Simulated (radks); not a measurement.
# The Coulomb parameter U of the 5d shell of Ta⁺

Aim: U as the second difference [E(n + 0.5) + E(n − 0.5) − 2E(n)]/0.5², with all orbitals relaxed. Bare: the atom's charge changes with n. Screened: the 6s shell takes up the change. The start is a model configuration, not necessarily the ground state.

Program: radks (a radial shooting solver on a logarithmic mesh, Libxc functionals) version 1. Level of theory: Dirac Kohn-Sham, PBE, spin-unpolarised, spherical densities, finite nucleus; open shells are shared between the two j in proportion to 2j + 1. These are calculated values, not measurements, unless marked.

### Step 1. Starting point

| Property | Result |
| --- | --- |
| element | tantalum (Z = 73) |
| charge | +1 |
| electrons | 72 |
| configuration | [Xe] 4f14 5d3 6s1 |
| nuclear rms radius | 5.3507 fm |

The outer shells:

Ta⁺
```
[Xe] core
4f [↑↓][↑↓][↑↓][↑↓][↑↓][↑↓][↑↓]
5d [↑ ][↑ ][↑ ][  ][  ]
6s [↑ ]
```

In the logs a row gives level, spin channel, occupation and eigenvalue; Etot, Ekin, Encl (electron-nucleus), Eh (Hartree) and Exc are energies, all in hartree; err is the last residual, it the number of iterations.

### Step 2. Start: [Xe] 4f14 5d3 6s1

Settings of this run:

```text
Z 73
configuration [Xe] 4f14 5d3 6s1
relativity Dirac
functional pbe,pbe
spin unpolarised
j_filling average
nucleus finite rms 5.3507 fm
c 137.035999084
```

Run with:

```
python run_ks.py task.json out
```

The same process makes all the runs of this session.

The log of the run:

```text
1s1/2   1   2.0000       -2471.81071722
2s1/2   1   2.0000        -424.64072708
2p1/2   1   2.0000        -405.91442904
2p3/2   1   4.0000        -359.23766172
3s1/2   1   2.0000         -97.47657599
3p1/2   1   2.0000         -89.13619336
3p3/2   1   4.0000         -79.08758996
3d3/2   1   4.0000         -64.97828881
3d5/2   1   6.0000         -62.78948476
4s1/2   1   2.0000         -20.08277336
4p1/2   1   2.0000         -16.64120663
4p3/2   1   4.0000         -14.32770344
4d3/2   1   4.0000          -8.66679088
4d5/2   1   6.0000          -8.24175426
4f5/2   1   6.0000          -1.21045999
4f7/2   1   8.0000          -1.13762544
5s1/2   1   2.0000          -2.93993709
5p1/2   1   2.0000          -1.94400005
5p3/2   1   4.0000          -1.62282393
5d3/2   1   1.2000          -0.39960803
5d5/2   1   1.8000          -0.37612019
6s1/2   1   1.0000          -0.42687707
Etot -15623.289177866665
Ekin 17530.638997573536
Encl -38940.84186810215
Eh 6104.038121371701
Exc -317.1244287097519
err 2.9167310921975776e-09
it 16
```

Wall time 0.24 s (1 thread of Arm Neoverse N1, shared host); peak memory 0.24 GiB.

Highest occupied level: 5d5/2 at -10.235 eV.

Radial moments (bohr):

```tsv
level	occupation	energy (eV)	<r>	outermost maximum (interpolated)	90 % within	nodes
5s1/2	2	-80.000	1.102	0.990	1.59	4
5p1/2	2	-52.899	1.221	1.07	1.79	3
5p3/2	4	-44.159	1.327	1.15	1.95	3
4f5/2	6	-32.938	0.6339	0.439	1.06	0
4f7/2	8	-30.956	0.6449	0.444	1.08	0
6s1/2	1	-11.616	3.074	2.67	4.49	5
5d3/2	1.2	-10.874	2.060	1.54	3.27	2
5d5/2	1.8	-10.235	2.138	1.59	3.40	2
```

Radial density 4πr²ρ:

```tsv
r (bohr)	4πr²ρ (e/bohr)
0.000799	5.191
0.00126	10.52
0.00199	20.48
0.00314	37.47
0.00495	62.25
0.00781	89.16
0.0123	103.1
0.0194	95.28
0.0307	95.74
0.0484	127.8
0.0763	119.3
0.120	107.4
0.190	111.7
0.300	61.23
0.473	70.63
0.746	29.26
1.18	13.34
1.86	4.168
2.93	1.117
4.62	0.1821
```

### Step 3. Bare +0.5: [Xe] 4f14 5d3.5 6s1

Settings, as their differences from step 2:

```diff
@@ -1,3 +1,3 @@
 Z 73
-configuration [Xe] 4f14 5d3 6s1
+configuration [Xe] 4f14 5d3.5 6s1
 relativity Dirac
```

The log of the run:

```text
1s1/2   1   2.0000       -2471.63475213
2s1/2   1   2.0000        -424.46389806
2p1/2   1   2.0000        -405.73764921
2p3/2   1   4.0000        -359.06083836
3s1/2   1   2.0000         -97.30024857
3p1/2   1   2.0000         -88.95984589
3p3/2   1   4.0000         -78.91126680
3d3/2   1   4.0000         -64.80183344
3d5/2   1   6.0000         -62.61304454
4s1/2   1   2.0000         -19.90635390
4p1/2   1   2.0000         -16.46476414
4p3/2   1   4.0000         -14.15119068
4d3/2   1   4.0000          -8.49019307
4d5/2   1   6.0000          -8.06512955
4f5/2   1   6.0000          -1.03391624
4f7/2   1   8.0000          -0.96110118
5s1/2   1   2.0000          -2.76376218
5p1/2   1   2.0000          -1.76930603
5p3/2   1   4.0000          -1.44965957
5d3/2   1   1.4000          -0.24390006
5d5/2   1   2.1000          -0.22250977
6s1/2   1   1.0000          -0.29745727
Etot -15623.442531163064
Ekin 17530.75134163227
Encl -38953.628774639335
Eh 6116.697970155171
Exc -317.26306831117
err 4.9442552164977415e-09
it 15
```

Wall time 0.23 s (1 thread of Arm Neoverse N1, shared host); peak memory 0.24 GiB.

Energy against step 2 (start: [Xe] 4f14 5d3 6s1): -4.173 eV. Highest occupied level: 5d5/2 at -6.055 eV.

### Step 4. Bare -0.5: [Xe] 4f14 5d2.5 6s1

Settings, as their differences from step 3:

```diff
@@ -1,3 +1,3 @@
 Z 73
-configuration [Xe] 4f14 5d3.5 6s1
+configuration [Xe] 4f14 5d2.5 6s1
 relativity Dirac
```

The log of the run:

```text
1s1/2   1   2.0000       -2472.00889030
2s1/2   1   2.0000        -424.83995902
2p1/2   1   2.0000        -406.11362098
2p3/2   1   4.0000        -359.43689675
3s1/2   1   2.0000         -97.67490122
3p1/2   1   2.0000         -89.33455877
3p3/2   1   4.0000         -79.28590732
3d3/2   1   4.0000         -65.17681935
3d5/2   1   6.0000         -62.98798853
4s1/2   1   2.0000         -20.28113827
4p1/2   1   2.0000         -16.83960277
4p3/2   1   4.0000         -14.52619034
4d3/2   1   4.0000          -8.86538440
4d5/2   1   6.0000          -8.44038069
4f5/2   1   6.0000          -1.40886815
4f7/2   1   8.0000          -1.33599991
5s1/2   1   2.0000          -3.13735268
5p1/2   1   2.0000          -2.13927250
5p3/2   1   4.0000          -1.81593455
5d3/2   1   1.0000          -0.57275101
5d5/2   1   1.5000          -0.54711143
6s1/2   1   1.0000          -0.56826472
Etot -15623.054121260206
Ekin 17530.452707391443
Encl -38926.44656918269
Eh 6089.902683376744
Exc -316.96294284570035
err 3.359342919014877e-09
it 16
```

Run time: 0.24 s. Hardware: 1 thread of Arm Neoverse N1, shared host; peak memory 0.24 GiB.

E − E(step 2, start: [Xe] 4f14 5d3 6s1) = +6.396 eV. 5d5/2 is the highest filled level (-14.888 eV).

### Step 5. Screened +0.5: [Xe] 4f14 5d3.5 6s0.5

Settings, as their differences from step 4:

```diff
@@ -1,3 +1,3 @@
 Z 73
-configuration [Xe] 4f14 5d2.5 6s1
+configuration [Xe] 4f14 5d3.5 6s0.5
 relativity Dirac
```

The log of the run:

```text
1s1/2   1   2.0000       -2471.76955953
2s1/2   1   2.0000        -424.59747247
2p1/2   1   2.0000        -405.87132343
2p3/2   1   4.0000        -359.19443128
3s1/2   1   2.0000         -97.43386935
3p1/2   1   2.0000         -89.09346961
3p3/2   1   4.0000         -79.04488935
3d3/2   1   4.0000         -64.93538340
3d5/2   1   6.0000         -62.74659841
4s1/2   1   2.0000         -20.04000592
4p1/2   1   2.0000         -16.59840463
4p3/2   1   4.0000         -14.28480957
4d3/2   1   4.0000          -8.62374902
4d5/2   1   6.0000          -8.19867293
4f5/2   1   6.0000          -1.16740786
4f7/2   1   8.0000          -1.09459138
5s1/2   1   2.0000          -2.89731276
5p1/2   1   2.0000          -1.90318471
5p3/2   1   4.0000          -1.58374148
5d3/2   1   1.4000          -0.37201074
5d5/2   1   2.1000          -0.34955925
6s1/2   1   0.5000          -0.41122358
Etot -15623.265622658748
Ekin 17530.522353180444
Encl -38943.660133115045
Eh 6107.053459885108
Exc -317.18130260925494
err 3.1675780772573434e-09
it 15
```

Wall time 0.23 s (1 thread of Arm Neoverse N1, shared host); peak memory 0.24 GiB.

Energy against step 2 (start: [Xe] 4f14 5d3 6s1): +0.641 eV. 5d5/2 is the highest filled level (-9.512 eV).

### Step 6. Screened -0.5: [Xe] 4f14 5d2.5 6s1.5

Settings, as their differences from step 5:

```diff
@@ -1,3 +1,3 @@
 Z 73
-configuration [Xe] 4f14 5d3.5 6s0.5
+configuration [Xe] 4f14 5d2.5 6s1.5
 relativity Dirac
```

The log of the run:

```text
1s1/2   1   2.0000       -2471.85493513
2s1/2   1   2.0000        -424.68719465
2p1/2   1   2.0000        -405.96074441
2p3/2   1   4.0000        -359.28410732
3s1/2   1   2.0000         -97.52235684
3p1/2   1   2.0000         -89.18199795
3p3/2   1   4.0000         -79.13336344
3d3/2   1   4.0000         -65.02429916
3d5/2   1   6.0000         -62.83547187
4s1/2   1   2.0000         -20.12858514
4p1/2   1   2.0000         -16.68705598
4p3/2   1   4.0000         -14.37365062
4d3/2   1   4.0000          -8.71289514
4d5/2   1   6.0000          -8.28789979
4f5/2   1   6.0000          -1.25652720
4f7/2   1   8.0000          -1.18367015
5s1/2   1   2.0000          -2.98532186
5p1/2   1   2.0000          -1.98738389
5p3/2   1   4.0000          -1.66430259
5d3/2   1   1.0000          -0.42907269
5d5/2   1   1.5000          -0.40450740
6s1/2   1   1.5000          -0.44332057
Etot -15623.306808836376
Ekin 17530.756785283862
Encl -38937.81532634488
Eh 6100.816722066543
Exc -317.064989841904
err 8.218881599101453e-09
it 16
```

Run time: 0.24 s. Hardware: 1 thread of Arm Neoverse N1, shared host; peak memory 0.24 GiB.

E − E(step 2, start: [Xe] 4f14 5d3 6s1) = -0.480 eV. The top filled level is 5d5/2, -11.007 eV.

### Step 7. All runs together

```tsv
quantity	value (eV)
U, bare	8.893
U, screened by 6s	0.645
```

What this shows: Letting 6s compensate leaves 7 % of the bare value; this second difference measures U(5d,5d) + U(6s,6s) − 2U(5d,6s). A solid screens further than the bare atom, so the bare value is an upper guide for the U of a crystal.
